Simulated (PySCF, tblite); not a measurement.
# C9H5F3: excited states

What do calculations give for the excited states of C9H5F3 (`FC(F)(F)C1=CC2=CC=CC2=C1`)?

Computed with tblite 0.8.0 and PySCF 2.14.0 and routines of our own; the level stands in each step. Atoms count from 0.

## 1. The starting structure

17 atoms, charge 0, multiplicity 1; geometry from: force field or distance geometry start.

## 2. Optimising the geometry with GFN2-xTB

The job: settings as JSON, then the geometry in Å.

```
{"job": {"kind": "relax", "xc": "GFN2-xTB", "basis": "xTB"}, "charge": 0, "multiplicity": 1}
F      3.437100    -0.964400    -0.842200
C      2.847000    -0.093100     0.024300
F      3.300300    -0.446800     1.274700
F      3.363000     1.138400    -0.243000
C      1.365800    -0.111900    -0.043300
C      0.576400    -0.855300    -0.869500
C     -0.752200    -0.476600    -0.543000
C     -2.024200    -0.711200    -0.843600
C     -2.853700     0.140000     0.011400
C     -2.087000     0.887700     0.831500
C     -0.750100     0.513900     0.499800
C      0.525700     0.750000     0.813000
H      0.883800    -1.574300    -1.595700
H     -2.408800    -1.403700    -1.587100
H     -3.940900     0.165200    -0.025900
H     -2.398900     1.609100     1.575900
H      0.909700     1.445200     1.552900
```

The run is started by

```bash
$ OMP_NUM_THREADS=1 python excited_run.py task.json out
```

The driver reads the jobs from task.json and runs them one after another.

The program printed:

```text
step      E/eV     max force
  0    -977.78857    1.832
  1    -977.89840    0.804
  2    -977.92413    0.487
  3    -977.93549    0.290
  4    -977.94469    0.213
  5    -977.95174    0.209
  6    -977.95481    0.157
  7    -977.95748    0.109
  8    -977.95932    0.113
  9    -977.96021    0.080
 10    -977.96063    0.060
 11    -977.96089    0.046
 12    -977.96105    0.026
 13    -977.96115    0.022
 14    -977.96122    0.016
 15    -977.96126    0.014
 16    -977.96129    0.015
 17    -977.96131    0.012
 18    -977.96134    0.016
 19    -977.96136    0.013
 20    -977.96139    0.014
 21    -977.96142    0.017
 22    -977.96146    0.021
 23    -977.96150    0.014
 24    -977.96152    0.015
 25    -977.96154    0.012
 26    -977.96156    0.013
 27    -977.96157    0.009
```

It took 0.21 s on 1 thread of Arm Neoverse V1, shared host.

Relaxation path:

```
step  energy from step 0 (eV)  largest force (eV/Å)
   0                   0.0000                1.8316
   1                  -0.1098                0.8041
   2                  -0.1356                0.4875
   3                  -0.1469                0.2899
   4                  -0.1561                0.2126
   5                  -0.1632                0.2094
   6                  -0.1662                0.1573
   7                  -0.1689                0.1094
   8                  -0.1707                0.1133
   9                  -0.1716                0.0799
  10                  -0.1721                0.0601
  11                  -0.1723                0.0456
  12                  -0.1725                0.0259
  13                  -0.1726                0.0223
  14                  -0.1726                0.0161
  15                  -0.1727                0.0145
  16                  -0.1727                0.0148
  17                  -0.1727                0.0121
  18                  -0.1728                0.0161
  19                  -0.1728                0.0127
  20                  -0.1728                0.0136
  21                  -0.1728                0.0174
  22                  -0.1729                0.0205
  23                  -0.1729                0.0143
  24                  -0.1729                0.0148
  25                  -0.1730                0.0119
  26                  -0.1730                0.0133
  27                  -0.1730                0.0093
```

Close pairs (by a distance rule), those that changed most:

```
  bond  before (Å)  after (Å)  change (Å)
C9–C10       1.427      1.462      +0.035
 C5–C6       1.420      1.453      +0.033
 C1–F2       1.376      1.349      -0.027
 C6–C7       1.328      1.352      +0.024
 F0–C1       1.363      1.341      -0.022
C6–C10       1.438      1.455      +0.017
C8–H14       1.088      1.074      -0.014
 C1–F3       1.362      1.349      -0.013
```

The end geometry stands in the next job.

## 3. Vibrational analysis with GFN2-xTB

The job: settings as JSON, then the geometry in Å.

```
{"job": {"kind": "ir", "xc": "GFN2-xTB", "basis": "xTB"}, "charge": 0, "multiplicity": 1}
F      3.424517    -0.958223    -0.839868
C      2.868052    -0.100933     0.028285
F      3.331181    -0.439465     1.249103
F      3.399518     1.110072    -0.237528
C      1.383042    -0.097449    -0.036133
C      0.598835    -0.840561    -0.850190
C     -0.773964    -0.481295    -0.538317
C     -2.067683    -0.718507    -0.851914
C     -2.899127     0.139096     0.005529
C     -2.117783     0.876669     0.816822
C     -0.731552     0.522092     0.514266
C      0.554894     0.767390     0.830218
H      0.920985    -1.555271    -1.583472
H     -2.465629    -1.397407    -1.585422
H     -3.972299     0.147415    -0.039373
H     -2.427550     1.594417     1.551891
H      0.967566     1.443991     1.556192
```

The program printed:

```text
mode    cm-1     km/mol
  1      19.6      0.00
  2      76.2      0.03
  3     126.0      1.65
  4     151.9      5.45
  5     254.6      0.06
  6     310.1     11.05
  7     338.5      1.51
  8     375.8      5.24
  9     455.7      9.33
 10     466.5      0.52
 11     491.9      6.84
 12     546.8      1.33
 13     611.3      3.48
 14     633.4     31.33
 15     652.5      1.70
 16     689.4      0.78
 17     746.7      1.69
 18     790.7     24.47
 19     812.6      5.42
 20     825.3      6.76
 21     848.9      0.57
 22     862.9     24.31
 23     864.3      0.53
 24     884.2      0.68
 25     986.8     13.38
 26    1014.7    333.36
 27    1028.9     94.34
 28    1052.1    214.31
 29    1069.8     33.45
 30    1107.9     55.69
 31    1125.3     24.02
 32    1168.7    164.43
 33    1203.2      4.47
 34    1252.3      7.93
 35    1272.2     84.28
 36    1328.9      5.51
 37    1521.0     26.59
 38    1571.5     58.34
 39    1630.7     33.75
 40    1639.4     52.77
 41    3127.0     12.21
 42    3140.8      5.40
 43    3143.9     15.71
 44    3155.5      4.44
 45    3159.8     24.08
```

It took 0.73 s on 1 thread of Arm Neoverse V1, shared host.

The strongest bands and the atoms that carry them (share of the mass-weighted mode):

```
cm⁻¹  km/mol                                   atoms
1015   333.4               C1 75 %, F3 12 %, F2 12 %
1029    94.3    C1 18 %, H16 18 %, C4 17 %, H12 15 %
1052   214.3                        C1 60 %, F0 14 %
1108    55.7  H15 24 %, C10 18 %, H13 18 %, H16 11 %
1169   164.4             C1 24 %, H16 24 %, H13 15 %
1272    84.3                        C4 43 %, C1 21 %
1572    58.3               C4 37 %, C5 26 %, C8 13 %
1639    52.8                      C10 52 %, C11 31 %
```

## 4. Excited states: TDA CAM-B3LYP/def2-SVP

The job, as its differences from that of step 3:

```diff
@@ -1,2 +1,2 @@
-{"job": {"kind": "ir", "xc": "GFN2-xTB", "basis": "xTB"}, "charge": 0, "multiplicity": 1}
+{"job": {"kind": "states", "xc": "CAM-B3LYP", "basis": "def2-SVP", "tda": true, "soc": true, "nstates": 8, "ntriplets": 6, "nquad": 4}, "charge": 0, "multiplicity": 1}
 F      3.424517    -0.958223    -0.839868
```

Level: TDA CAM-B3LYP/def2-SVP excited states, vertical, gas phase, spin-orbit mean-field couplings.

The program printed:

```text
coarse grid: 16136 points
cycle   1  E = -644.3815861537  dE =  2.755e+00  |g| = 9.892e-01  |ddm| = 5.263e+00
cycle   2  E = -644.3149199269  dE =  6.667e-02  |g| = 1.242e+00  |ddm| = 1.965e+00
cycle   3  E = -644.5672106272  dE = -2.523e-01  |g| = 9.158e-02  |ddm| = 1.079e+00
cycle   4  E = -644.5681974768  dE = -9.868e-04  |g| = 6.988e-02  |ddm| = 1.727e-01
cycle   5  E = -644.5694811081  dE = -1.284e-03  |g| = 1.559e-02  |ddm| = 9.059e-02
cycle   6  E = -644.5695606419  dE = -7.953e-05  |g| = 5.362e-03  |ddm| = 2.277e-02
cycle   7  E = -644.5695796339  dE = -1.899e-05  |g| = 2.236e-03  |ddm| = 1.031e-02
cycle   8  E = -644.5695899970  dE = -1.036e-05  |g| = 1.806e-03  |ddm| = 9.657e-03
cycle   9  E = -644.5695951611  dE = -5.164e-06  |g| = 7.034e-04  |ddm| = 8.606e-03
final grid: 162544 points
cycle  10  E = -644.6783557923  dE = -4.338e-05  |g| = 5.207e-03  |ddm| = 2.972e-02
cycle  11  E = -644.6783560704  dE = -2.781e-07  |g| = 5.583e-03  |ddm| = 1.066e-02
cycle  12  E = -644.6783612658  dE = -5.195e-06  |g| = 5.099e-04  |ddm| = 4.980e-03
cycle  13  E = -644.6783613487  dE = -8.297e-08  |g| = 1.976e-04  |ddm| = 7.519e-04
cycle  14  E = -644.6783613844  dE = -3.568e-08  |g| = 1.381e-04  |ddm| = 5.846e-04
cycle  15  E = -644.6783613969  dE = -1.250e-08  |g| = 6.538e-05  |ddm| = 2.609e-04
cycle  16  E = -644.6783614075  dE = -1.059e-08  |g| = 2.169e-05  |ddm| = 4.510e-04
cycle  17  E = -644.6783614081  dE = -6.307e-10  |g| = 1.131e-05  |ddm| = 1.022e-04
converged SCF energy = -644.6783614081

Singlet excitations
state   eV       nm        f     d(h-e)  d(exc)  Lambda  PR(NTO)  |dmu|/D   mu/D   main configurations
  1   1.8739   661.6   0.00102   0.102   2.923   0.764   1.017    0.381    3.498   H->L 0.99
  2   4.2573   291.2   0.17327   0.092   2.788   0.848   1.199    0.168    3.253   H-1->L 0.88
  3   5.2236   237.4   0.00001   0.082   2.635   0.518   1.009    0.279    3.439   H-3->L 0.97
  4   5.5955   221.6   0.04060   0.029   3.306   0.815   1.754    0.132    3.145   H-2->L 0.70, H->L+1 0.27
  5   6.0929   203.5   0.00003   0.062   3.072   0.515   1.031                     H-4->L 0.91
  6   6.8148   181.9   0.00060   0.173   2.889   0.507   1.039                     H-5->L 0.82
  7   7.1810   172.7   0.86401   1.612   3.040   0.791   1.808                     H->L+1 0.49, H-2->L 0.14, H->L+3 0.14
  8   7.2433   171.2   0.00104   0.048   2.974   0.488   1.061                     H-7->L 0.58, H-12->L 0.25

Triplet excitations (Tamm-Dancoff)
state   eV     d(h-e)  d(exc)  Lambda  PR(NTO)   main configurations
  1   0.9232   0.073   2.776   0.766   1.051   H->L 0.97
  2   2.1275   0.076   2.609   0.856   1.053   H-1->L 0.96
  3   3.6236   0.047   2.476   0.811   1.915   H-2->L 0.61, H->L+1 0.33
  4   4.9590   0.072   2.610   0.518   1.016   H-3->L 0.97
  5   5.2485   0.464   2.503   0.766   2.210   H->L+3 0.20, H->L+1 0.20, H-8->L 0.18
  6   5.4962   0.301   3.048   0.796   1.800   H->L+1 0.41, H-2->L 0.26, H->L+3 0.13
S1 - T1 = 0.9507 eV

Spin-orbit couplings |<S|Hso|T>| (cm-1)
             T1       T2       T3       T4       T5       T6
S0        0.249    0.204    0.563    0.557    1.001    0.269
S1        0.009    0.261    0.039    0.783    0.548    0.873
S2        0.391    0.016    0.193    3.530    0.319    0.052
S3        0.751    3.806    3.769    0.182    1.356    2.127
S4        1.041    0.400    0.324    3.755    0.027    0.012
S5        1.986    0.404    1.536    0.683    1.283    1.120
S6        1.092    4.187    0.835    8.844    0.045    0.643
S7        0.618    0.225    0.072    2.319    0.133    0.091
S8        1.923    1.694    2.804    5.025    2.174    1.023
T1 sublevels (cm-1): 0.000 0.000 0.000   radiative rates (1/s): 3.76e-06 8.5e-06 0.000464
```

Wall time 67 s (1 thread of Arm Neoverse V1, shared host); peak memory 0.95 GiB.

From this job:

```
  quantity    value
S1 less T1  0.95 eV
```

Orbitals, density, ELF and potential are computed afterwards from the orbital file.

Frontier orbitals at CAM-B3LYP/def2-SVP, with the share of their density that lies nearest to each atom:

```
orbital  energy (eV)                                                                    lies on
   HOMO        -7.35                C4, C6, C8 about 16 % each; C9, C10 about 13 % each; C5 9 %
   LUMO        -2.16  C7, C11 about 17 % each; C5, C9 about 12 % each; 4 C atoms about 7 % each
```

ELF in a plane through or near 15 of the atoms.

Ten even steps from '0' (0.00) to '9' (1.00):
```
0000000000000000000000000000
0000000000000000000000000000
0000000000000000000000000000
0000000000277200017850000000
0000000001999700059993000000
0000000000999810069993000000
0000000000699643469970000000
0000000000261284864530000000
0000001324597579674866883000
0000002119338244526319998000
0000013219126156527429998000
0000377843586667566967994000
0000385760253384834630000000
0000168860599653469960000000
0000012310999710179992000000
0000000000999700079992000000
0000000000488200027840000000
0000000000000000000000000000
0000000000000000000000000000
0000000000000000000000000000
```
The map spans 13.1 Å across and 9.6 Å up, centred on the molecule. Atoms in the plane (x, y in Å): F0 (-3.5, -1.2), C1 (-2.9, 0.0), C4 (-1.4, -0.1), C5 (-0.6, -1.2), C6 (0.8, -0.7), C7 (2.0, -1.2), C8 (2.9, 0.0), C9 (2.1, 1.1), C10 (0.7, 0.7), C11 (-0.5, 1.1), H12 (-1.0, -2.2), H13 (2.4, -2.2), H14 (4.0, 0.0), H15 (2.5, 2.2), H16 (-0.9, 2.1).

On the surface of density 0.002 e/bohr³ the electrostatic potential runs, from the 1st to the 99th percentile, from -0.75 V near F3 to 1.15 V near H13.

## 5. Summary of results

| quantity | value |
| --- | --- |
| strongest single infrared mode (GFN2-xTB) | 1015 cm⁻¹, 333 km/mol |
| zero-point energy (GFN2-xTB) | 69.4 kcal/mol |
| S1 less T1 (step 4, TDA CAM-B3LYP/def2-SVP) | 0.95 eV |
| potential on the surface of density 0.002 e/bohr³, 1st and 99th percentile | -0.75 V and 1.15 V |

In words: No mode is imaginary among the 45: a minimum at this level. The strongest single mode, at 1015 cm⁻¹, moves mainly C1. GFN2-xTB is a fitted tight-binding method: band positions and strengths are rough. Its intensities can rank the bands wrongly. In step 4, the number of triplets below S1 is 1, and the largest singlet-triplet spin-orbit coupling is S6–T4, 8.84 cm⁻¹. By nearest atom (CAM-B3LYP/def2-SVP), the HOMO sits on C4, C6, C8 about 16 % each; C9, C10 about 13 % each and the LUMO on C7, C11 about 17 % each; C5, C9 about 12 % each.
